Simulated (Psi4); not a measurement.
# A workflow on AlCl3 (aluminium trichloride (monomer)), part 1 of 3

We compute a structure relaxation (singlet AlCl3, CAM-B3LYP/def2-SVPD), then a single-point energy (doublet [AlCl3]+, UCAM-B3LYP/def2-SVPD), then a geometry optimisation (doublet [AlCl3]+, UCAM-B3LYP/def2-SVPD), then the energy (doublet [AlCl3]−, UCAM-B3LYP/def2-SVPD), then a geometry optimisation (doublet [AlCl3]−, UCAM-B3LYP/def2-SVPD) of AlCl3. 

The calculation is run with Psi4 1.11.

### Step 1. The structure to begin with

AlCl3 has 4 atoms, charge 0, and is taken as a singlet. As SMILES, `Cl[Al](Cl)Cl`. The coordinates come from a PBE0-D4/def2-TZVP relaxation. The run starts from this shape.

Bond lengths: Cl1–Al2 2.069 Å, Al2–Cl3 2.069 Å, Al2–Cl4 2.069 Å. Angles: Cl1–Al2–Cl3 120.0°, Cl1–Al2–Cl4 120.0°, Cl3–Al2–Cl4 120.0°.

### Step 2. A geometry optimisation at CAM-B3LYP/def2-SVPD (density fitting) (run 1)

Contents of run.py:

```python
import psi4

psi4.set_memory('1600 MB')
psi4.set_num_threads(1)
psi4.set_output_file('run.log', False)

geom = psi4.geometry("""
0 1
Cl    -1.135050    -0.108440     1.726210
Al     0.000010     0.000000    -0.000020
Cl     1.741960    -1.104030    -0.163630
Cl    -0.606920     1.212480    -1.562570
symmetry c1
""")

psi4.set_options({
    'reference': 'rks',
})

e, wfn = psi4.optimize("cam-b3lyp/def2-SVPD", return_wfn=True)
print(f'cam-b3lyp/def2-SVPD energy: {e:.10f} Eh')
print(geom.to_string(dtype='xyz', units='Angstrom'))
```

Command:

```bash
$ python run.py
```

run.log:

```text
-----------------------------------------

    			 OPTKING 3.0: for geometry optimizations

    			        with contributions from

    			-----------------------------------------

		 -- Optimization Parameters --
	GEOM_MAXITER                   =              50
	ALG_GEOM_MAXITER               =              50
	PRINT                          =               1
	OPT_TYPE                       =             MIN
	STEP_TYPE                      =             RFO
	PROGRAM                        =            PSI4
	STEEPEST_DESCENT_TYPE          =         OVERLAP
	CONJUGATE_GRADIENT_TYPE        =        FLETCHER
	OPT_COORDINATES                =        INTERNAL
	RFO_FOLLOW_ROOT                =           False
	RFO_ROOT                       =               0
	ACCEPT_SYMMETRY_BREAKING       =           False
	DYNAMIC_LVL                    =               0
	DYNAMIC_LVL_MAX                =               0
	IRC_STEP_SIZE                  =             0.2
	IRC_DIRECTION                  =         FORWARD
	IRC_POINTS                     =              20
	IRC_MODE                       =          NORMAL
	IRC_CONVERGENCE                =            -0.7
	INTRAFRAG_STEP_LIMIT           =             0.5
	INTRAFRAG_STEP_LIMIT_MIN       =           0.001
	INTRAFRAG_STEP_LIMIT_MAX       =             1.0
	INTERFRAG_STEP_LIMIT           =             0.5
	INTERFRAG_STEP_LIMIT_MIN       =           0.001
	INTERFRAG_STEP_LIMIT_MAX       =             1.0
	ENSURE_BT_CONVERGENCE          =           False
	SIMPLE_STEP_SCALING            =           False
	CONSECUTIVE_BACKSTEPS          =               0
	RFO_NORMALIZATION_MAX          =             100
	RSRFO_ALPHA_MAX                =     100000000.0
	PRINT_TRAJECTORY_XYZ_FILE      =           False
	WRITE_TRAJECTORY               =           False
	FROZEN_DISTANCE                =
	FROZEN_BEND                    =
gradient() will perform analytic gradient computation.

   => Loading Basis Set <=

    Name: DEF2-SVPD
    Role: ORBITAL
    Keyword: BASIS

         ---------------------------------------------------------
                                   SCF
                              RKS Reference
                        1 Threads,   1525 MiB Core
         ---------------------------------------------------------

  ==> Geometry <==

    Molecular point group: c1
    Full point group: C1

    Geometry (in Angstrom), charge = 0, multiplicity = 1:

       Center              X                  Y                   Z               Mass
    ------------   -----------------  -----------------  -----------------  -----------------
         CL          -1.135049394387    -0.108442651403     1.726211440177    34.968852682000
         AL           0.000010605613    -0.000002651403    -0.000018559823    26.981538530000
         CL           1.741960605613    -1.104032651403    -0.163628559823    34.968852682000
         CL          -0.606919394387     1.212477348597    -1.562568559823    34.968852682000

  Running in c1 symmetry.

  Rotational constants: A =      0.07509  B =      0.07509  C =      0.03754 [cm^-1]
  Rotational constants: A =   2251.19425  B =   2251.04516  C =   1125.55985 [MHz]
  Nuclear repulsion =  297.623989262121370

  Charge       = 0
  Multiplicity = 1
  Electrons    = 64
  Nalpha       = 32
  Nbeta        = 32

  ==> Algorithm <==

  SCF Algorithm Type is DF.
  DIIS enabled.
  MOM disabled.
  Fractional occupation disabled.
  Guess Type is SAD.
  Energy threshold   = 1.00e-08
  Density threshold  = 1.00e-08
  Integral threshold = 1.00e-12

  ==> Primary Basis <==

  Basis Set: DEF2-SVPD
    Blend: DEF2-SVPD
    Number of shells: 43
    Number of basis functions: 105
    Number of Cartesian functions: 113
    Spherical Harmonics?: true
    Max angular momentum: 2

  ==> DFT Potential <==

   => LibXC <=

    Version 7.1.2

   => Composite Functional: CAM-B3LYP <=

    CAM-B3LYP Hyb-GGA Exchange-Correlation Functional

    Deriv               =              1
    GGA                 =           TRUE
    Meta                =          FALSE

    Exchange Hybrid     =           TRUE
    MP2 Hybrid          =          FALSE

   => Exchange Functionals <=

    0.3500         Becke 88 [omega = 0.3300]
    0.4600   Short-range recipe for B88 functional - erf [omega = 0.3300]

   => Exact (HF) Exchange <=

    0.4600            HF,LR [omega = 0.3300]
    0.1900               HF

   => Correlation Functionals <=

    0.1900   Vosko, Wilk & Nusair (VWN5)
    0.8100   Lee, Yang & Parr

   => LibXC Density Thresholds  <==

    XC_HYB_GGA_XC_CAM_B3LYP:  1.00E-14

   => Molecular Quadrature <=

    Radial Scheme          =       TREUTLER
    Pruning Scheme         =           NONE
    Nuclear Scheme         =       TREUTLER

    Blocking Scheme        =         OCTREE
    BS radius alpha        =              1
    Pruning alpha          =              1
    Radial Points          =             75
    Spherical Points       =            302
    Total Points           =          87376
    Total Blocks           =            765
    Max Points             =            256
    Max Functions          =             98
    Weights Tolerance      =       1.00E-15

   => Loading Basis Set <=

    Name: (DEF2-SVPD AUX)
    Role: JKFIT
    Keyword: DF_BASIS_SCF
 [-0.00001441  0.00000664  0.00000552]
 [-0.00491215  0.00307832  0.00052999]
 [ 0.00146537 -0.00316781  0.00424323]]
[... 17 lines of this table left out ...]
	   0.000000   0.001000

[... 34 lines left out ...]
	Measures of convergence in internal coordinates in au.
[... 6 lines left out ...]
	  Convergence Criteria     1.00e-06 *    3.00e-04 *             o    1.20e-03 *             o~
[... 47 lines left out ...]
	                                 ==> Convergence Check <==
[... 6 lines left out ...]
	   Step    Total Energy     Delta E     Max Force     RMS Force      Max Disp      RMS Disp
[... 18 lines left out ...]
	Current energy:     -1622.7970670801
[... 32 lines left out ...]
	Measures of convergence in internal coordinates in au.
[... 6 lines left out ...]
	  Convergence Criteria     1.00e-06 *    3.00e-04 *             o    1.20e-03 *             o
[... 49 lines left out ...]
	                                 ==> Convergence Check <==
[... 6 lines left out ...]
	   Step    Total Energy     Delta E     Max Force     RMS Force      Max Disp      RMS Disp
[... 18 lines left out ...]
	Current energy:     -1622.7970669933
[... 32 lines left out ...]
	Measures of convergence in internal coordinates in au.
[... 6 lines left out ...]
	  Convergence Criteria     1.00e-06 *    3.00e-04 *             o    1.20e-03 *             o
[... 22 lines left out ...]
	Measures of convergence in internal coordinates in au. (Any backward steps not shown.)
[... 29 lines left out ...]
    Final Occupation by Irrep:
[... 9 lines left out ...]
    Nuclear Repulsion Energy =            295.5078854899203407
[... 1 line left out ...]
    Two-Electron Energy =                 992.1723607905680637
[... 1 line left out ...]
    Empirical Dispersion Energy =           0.0000000000000000
[... 1 line left out ...]
    Total Energy =                      -1622.7970670800709740
[... 15 lines left out ...]
 Dipole Y            :         -0.0032279            0.0003043           -0.0029236
[... 110 lines left out ...]
    Weights Tolerance      =       1.00E-15
[... 47 lines left out ...]
	Measures of convergence in internal coordinates in au.
[... 6 lines left out ...]
	  Convergence Criteria     1.00e-06 *    3.00e-04 *             o    1.20e-03 *             o
[... 199 lines left out ...]
                           Total Energy        Delta E     RMS |[F,P]|
[... 2 lines left out ...]
   @DF-RKS iter   1: -1622.79700062826919   -6.74514e-04   2.97904e-05 DIIS
[... 1 line left out ...]
   @DF-RKS iter   3: -1622.79701057547209   -2.03410e-06   2.45022e-06 DIIS
[... 1 line left out ...]
   @DF-RKS iter   5: -1622.79701070626061   -3.46927e-09   2.35955e-07 DIIS
[... 1 line left out ...]
   @DF-RKS iter   7: -1622.79701070676469   -1.59162e-12   6.58332e-09 DIIS
[... 27 lines left out ...]
    Final Occupation by Irrep:
[... 9 lines left out ...]
    Nuclear Repulsion Energy =            295.4797124146689384
[... 1 line left out ...]
    Two-Electron Energy =                 992.1443101663684274
[... 1 line left out ...]
    Empirical Dispersion Energy =           0.0000000000000000
[... 1 line left out ...]
    Total Energy =                      -1622.7970107067646950
[... 15 lines left out ...]
 Dipole Y            :          0.0413374           -0.0039517            0.0373857
[... 110 lines left out ...]
    Weights Tolerance      =       1.00E-15
[... 47 lines left out ...]
	Measures of convergence in internal coordinates in au.
[... 6 lines left out ...]
	  Convergence Criteria     1.00e-06 *    3.00e-04 *             o    1.20e-03 *             o
[... 199 lines left out ...]
                           Total Energy        Delta E     RMS |[F,P]|
[... 2 lines left out ...]
   @DF-RKS iter   1: -1622.79705820753816   -1.38465e-05   2.77656e-05 DIIS
[... 1 line left out ...]
   @DF-RKS iter   3: -1622.79706687990893   -1.75190e-06   2.23485e-06 DIIS
[... 1 line left out ...]
   @DF-RKS iter   5: -1622.79706699325175   -1.02136e-09   2.16703e-08 DIIS
[... 1 line left out ...]
   @DF-RKS iter   7: -1622.79706699325948   -1.59162e-12   1.67365e-09 DIIS
[... 27 lines left out ...]
    Final Occupation by Irrep:
[... 9 lines left out ...]
    Nuclear Repulsion Energy =            295.4936602665711121
[... 1 line left out ...]
    Two-Electron Energy =                 992.1579042686796583
[... 1 line left out ...]
    Empirical Dispersion Energy =           0.0000000000000000
[... 1 line left out ...]
    Total Energy =                      -1622.7970669932594774
[... 13 lines left out ...]
 L = 1.  Multiply by 2.5417464519 to convert [e a0] to [Debye]
 Dipole X            :          0.0003544           -0.0000348            0.0003196
 Dipole Y            :         -0.0006737            0.0000545           -0.0006192
 Dipole Z            :          0.0024885           -0.0002168            0.0022716
 Magnitude           :                                                    0.0023761

 ------------------------------------------------------------------------------------

	total time  =          5 seconds =       0.08 minutes

         ------------------------------------------------------------
                                   SCF GRAD
         ------------------------------------------------------------

  ==> Geometry <==

    Molecular point group: c1
    Full point group: C1

    Geometry (in Angstrom), charge = 0, multiplicity = 1:

       Center              X                  Y                   Z               Mass
    ------------   -----------------  -----------------  -----------------  -----------------
         CL          -1.144468487437    -0.108623548777     1.738946671946    34.968852682000
         AL           0.000157491683    -0.000246739526     0.000980752706    26.981538530000
         CL           1.754900881130    -1.111547684629    -0.166370694936    34.968852682000
         CL          -0.610553912348     1.220361614602    -1.573332713789    34.968852682000

  Nuclear repulsion =  295.493660266571112

  ==> Basis Set <==

  Basis Set: DEF2-SVPD
    Blend: DEF2-SVPD
    Number of shells: 43
    Number of basis functions: 105
    Number of Cartesian functions: 113
    Spherical Harmonics?: true
    Max angular momentum: 2

  ==> DFJKGrad: Density-Fitted SCF Gradients <==

    Gradient:                    1
    J tasked:                  Yes
    K tasked:                  Yes
    wK tasked:                 Yes
    Omega:               3.300E-01
    Integrals threads:           1
    Memory [MiB]:             1144
    Schwarz Cutoff:          1E-12
    Fitting Condition:       1E-10

   => Auxiliary Basis Set <=

  Basis Set: (DEF2-SVPD AUX)
    Blend: DEF2-UNIVERSAL-JKFIT
    Number of shells: 152
    Number of basis functions: 512
    Number of Cartesian functions: 620
    Spherical Harmonics?: true
    Max angular momentum: 4

  ==> DFT Potential <==

   => LibXC <=

    Version 7.1.2

   => Composite Functional: CAM-B3LYP <=

    CAM-B3LYP Hyb-GGA Exchange-Correlation Functional

    Deriv               =              1
    GGA                 =           TRUE
    Meta                =          FALSE

    Exchange Hybrid     =           TRUE
    MP2 Hybrid          =          FALSE

   => Exchange Functionals <=

    0.3500         Becke 88 [omega = 0.3300]
    0.4600   Short-range recipe for B88 functional - erf [omega = 0.3300]

   => Exact (HF) Exchange <=

    0.4600            HF,LR [omega = 0.3300]
    0.1900               HF

   => Correlation Functionals <=

    0.1900   Vosko, Wilk & Nusair (VWN5)
    0.8100   Lee, Yang & Parr

   => LibXC Density Thresholds  <==

    XC_HYB_GGA_XC_CAM_B3LYP:  1.00E-14

   => Molecular Quadrature <=

    Radial Scheme          =       TREUTLER
    Pruning Scheme         =           NONE
    Nuclear Scheme         =       TREUTLER

    Blocking Scheme        =         OCTREE
    BS radius alpha        =              1
    Pruning alpha          =              1
    Radial Points          =             75
    Spherical Points       =            302
    Total Points           =          87382
    Total Blocks           =            762
    Max Points             =            256
    Max Functions          =             98
    Weights Tolerance      =       1.00E-15

  -Total Gradient:
     Atom            X                  Y                   Z
    ------   -----------------  -----------------  -----------------
       1        0.000008795092    -0.000036781871     0.000041695139
       2        0.000009394681     0.000015315747     0.000015151412
       3        0.000026693390    -0.000071724735     0.000085206163
       4        0.000015843597    -0.000048232681     0.000054015091

	total time  =          2 seconds =       0.03 minutes

    			-----------------------------------------

    			 OPTKING 3.0: for geometry optimizations

    			        with contributions from

    			-----------------------------------------

	                            ===> Fragment 1 <==

	 Z (Atomic Numbers)          Masses                          Geom
	      17.000000            34.968853         -2.16273200 -0.20526876  3.28613296
	      13.000000            26.981539          0.00029762 -0.00046627  0.00185335
	      17.000000            34.968853          3.31628204 -2.10052070 -0.31439505
	      17.000000            34.968853         -1.15377968  2.30614923 -2.97316793

	 - Coordinate -           - BOHR/RAD -       - ANG/DEG -
	 R(1,2)           =         3.937910           2.083852
	 R(2,3)           =         3.937765           2.083776
	 R(2,4)           =         3.937400           2.083583
[... 5 lines of this table left out ...]
	 O(4,2,1,3)       =        -0.000499          -0.028603

	        --- Internal Coordinate Step in ANG or DEG, aJ/ANG or AJ/DEG ---
	-------------------------------------------------------------------------------
	           Coordinate      Previous         Force          Change          New
	           ----------      --------        ------          ------        ------
	               R(1,2)       2.08385        0.00002        0.00000       2.08386
	               R(2,3)       2.08378       -0.00022       -0.00004       2.08373
	               R(2,4)       2.08358        0.00009        0.00002       2.08360
[... 5 lines of this table left out ...]
	           O(4,2,1,3)      -0.02860        0.00000        0.02129      -0.00732
	-------------------------------------------------------------------------------

	                                 ==> Convergence Check <==

	Measures of convergence in internal coordinates in au.

	Criteria marked as inactive (o), active & met (*), and active & unmet ( ).

	----------------------------------------------------------------------------------------------
	   Step    Total Energy     Delta E     Max Force     RMS Force      Max Disp      RMS Disp
	----------------------------------------------------------------------------------------------
	  Convergence Criteria     1.00e-06 *    3.00e-04 *             o    1.20e-03 *             o
	----------------------------------------------------------------------------------------------
	     5   -1622.79706699   -5.63e-05      5.71e-05 *    2.79e-05 o    3.72e-04 *    2.38e-04 o  ~
	----------------------------------------------------------------------------------------------

Next Geometry in Ang
	Fragment 1 (Ang)

	   Cl  -1.1445316290  -0.1085364174   1.7390262470
	   Al   0.0000469140  -0.0004392248   0.0010079118
	   Cl   1.7549294384  -1.1114139400  -0.1665047695
	   Cl  -0.6104087504   1.2203332238  -1.5733053734

    Final optimized geometry and variables:
    Molecular point group: c1
    Full point group: C1

    Geometry (in Angstrom), charge = 0, multiplicity = 1:

    CL          -1.144468487437    -0.108623548777     1.738946671946
    AL           0.000157491683    -0.000246739526     0.000980752706
    CL           1.754900881130    -1.111547684629    -0.166370694936
    CL          -0.610553912348     1.220361614602    -1.573332713789
```

Standard output:

```text
Optimizer: Optimization complete!
cam-b3lyp/def2-SVPD energy: -1622.7970669933 Eh
4
0 1 AlCl3
Cl                   -1.144468487437    -0.108623548777     1.738946671946
Al                    0.000157491683    -0.000246739526     0.000980752706
Cl                    1.754900881130    -1.111547684629    -0.166370694936
Cl                   -0.610553912348     1.220361614602    -1.573332713789
```

Wall time 37 s (1 thread of AMD EPYC 7R43 (Zen 3), shared host); peak memory 0.61 GiB.

Step by step:

| step | energy from the first frame kept (eV) | largest force (eV/Å) |
| --- | --- | --- |
| 0 | 0.0000 | 0.2993 |
| 1 | -0.0060 | 0.0836 |
| 2 | -0.0064 | 0.0059 |
| 3 | -0.0049 | 0.1011 |
| 4 | -0.0064 | 0.0059 |

After the run. Bond lengths: Cl1–Al2 2.084 Å, Al2–Cl3 2.084 Å, Al2–Cl4 2.084 Å. Angles: Cl1–Al2–Cl3 120.1°, Cl1–Al2–Cl4 120.0°, Cl3–Al2–Cl4 119.9°.

### Step 3. The doublet cation: the energy at UCAM-B3LYP/def2-SVPD (density fitting) (run 2)

Contents of input.in:

```
memory 1.6 GB

molecule {
  1 2
  Cl
  Al 1 2.083852
  Cl 2 2.083775 1 120.11884
  Cl 2 2.083582 3 119.90533 1 -179.96698
  symmetry c1
}

set basis def2-SVPD
set reference uks

e = energy('cam-b3lyp')
```

Command:

```bash
$ psi4 -i input.in -o input.out -n 1
```

input.out, shortened:

```text
[...]
  Running in c1 symmetry.
[...]
  Nuclear repulsion =  295.493717709946509
[...]
  Multiplicity = 2
[...]
  Nalpha       = 32
  Nbeta        = 31
[...]
    Number of basis functions: 105
[...]
   @DF-UKS iter   1: -1622.33550569280169    1.76579e-01   2.02452e-03 DIIS/ADIIS
[...]
   @DF-UKS iter   8: -1622.36134644251683   -6.48793e-08   2.47119e-07 DIIS
[...]
   @S^2 Observed:                7.580550706E-01
[...]
  @DF-UKS Final Energy: -1622.36134644251683
   => Energetics <=
    Nuclear Repulsion Energy =            295.4937177099465089
    One-Electron Energy =               -2816.5280391564028832
    Two-Electron Energy =                 977.6308501518212779
    DFT Exchange-Correlation Energy =     -78.9578751478815519
    Empirical Dispersion Energy =           0.0000000000000000
    VV10 Nonlocal Energy =                  0.0000000000000000
    Total Energy =                      -1622.3613464425168331
[...]
```

Wall time 9.9 s (1 thread of AMD EPYC 7R43 (Zen 3), shared host); peak memory 0.55 GiB.

(Continued in part 2 of 3.)
